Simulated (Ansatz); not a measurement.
# CH4SiTe (SMILES [SiH2]=C[TeH]): functionals against CCSD(T) at one geometry

One table from this session's results is given with a row withheld; the runs are named, their logs left out.

The runs use Ansatz 0.2.0, Gaussian basis; single points in def2-TZVPP.

Correlated methods freeze the cores. Filled d shells of the heavier atoms are correlated. Core potentials replace the inner electrons past krypton, and spin-orbit coupling is left out.

## Where the work starts

SMILES `[SiH2]=C[TeH]`, 7 atoms, charge 0, spin multiplicity 1.

Atoms are counted from 1 here; the program's logs count them from 0.

Bond lengths: Si1–C2 1.742 Å, Si1–H4 1.463 Å, Si1–H5 1.458 Å, C2–Te3 2.165 Å, C2–H6 1.053 Å, Te3–H7 1.671 Å. Angles: C2–Si1–H4 123.2°, C2–Si1–H5 123.5°, H4–Si1–H5 113.3°, Si1–C2–Te3 123.2°, Si1–C2–H6 123.0°, Te3–C2–H6 113.7°, C2–Te3–H7 93.2°.

Coordinates:

```
Si   -0.9953    0.4840   -0.6243
C     0.2035    0.3187    0.6291
Te    1.1053   -1.5749    1.1640
H    -1.4704   -0.6389   -1.4330
H    -1.6295    1.7512   -0.9694
H     0.5142    1.1209    1.2355
H     2.2557   -1.4737   -0.0439
```

Set-up of the first run:

run/in.yaml

```yaml
crystal:
  periodic: [false, false, false]
  atoms:
    - {symbol: Si, position_ang: [-0.995300, 0.484000, -0.624300]}
    - {symbol: C, position_ang: [0.203500, 0.318700, 0.629100]}
    - {symbol: Te, position_ang: [1.105300, -1.574900, 1.164000]}
    - {symbol: H, position_ang: [-1.470400, -0.638900, -1.433000]}
    - {symbol: H, position_ang: [-1.629500, 1.751200, -0.969400]}
    - {symbol: H, position_ang: [0.514200, 1.120900, 1.235500]}
    - {symbol: H, position_ang: [2.255700, -1.473700, -0.043900]}
basis:
  gaussian: {orbitals: def2-TZVPP}
correlation: {method: ccsd_t}
output: {forces: true}
```

No record of the launch command was kept for these runs.

Steps of the session up to this table: CCSD(T)/def2-TZVPP; PBE0-D4/def2-TZVPP; wB97M-V/def2-TZVPP; r2SCAN-D4/def2-TZVPP; PBE-D4/def2-TZVPP; CAM-B3LYP-D4/def2-TZVPP; wB97X-V/def2-TZVPP.

One table of the session follows, with a row left open; its other results are not shown here.

```
      method  RMS force component (eV/Å)  angle to CCSD(T) forces (°)  dipole (D)
     CCSD(T)                       0.566                    reference        1.59
     PBE0-D4                       0.693                         11.8        1.76
     wB97M-V                       0.707                         14.1        1.86
   r2SCAN-D4                           ?                            ?           ?
      PBE-D4                       0.641                         16.1        1.52
CAM-B3LYP-D4                       0.714                         16.6        1.87
     wB97X-V                       0.754                         12.6        1.97
```

**Question.** Estimate the row for r2SCAN-D4.

The run gave: RMS force component (eV/Å): 0.637; angle to CCSD(T) forces (°): 11.7; dipole (D): 1.66. In the column «RMS force component (eV/Å)» it lies between CCSD(T) (0.566) and PBE-D4 (0.641).
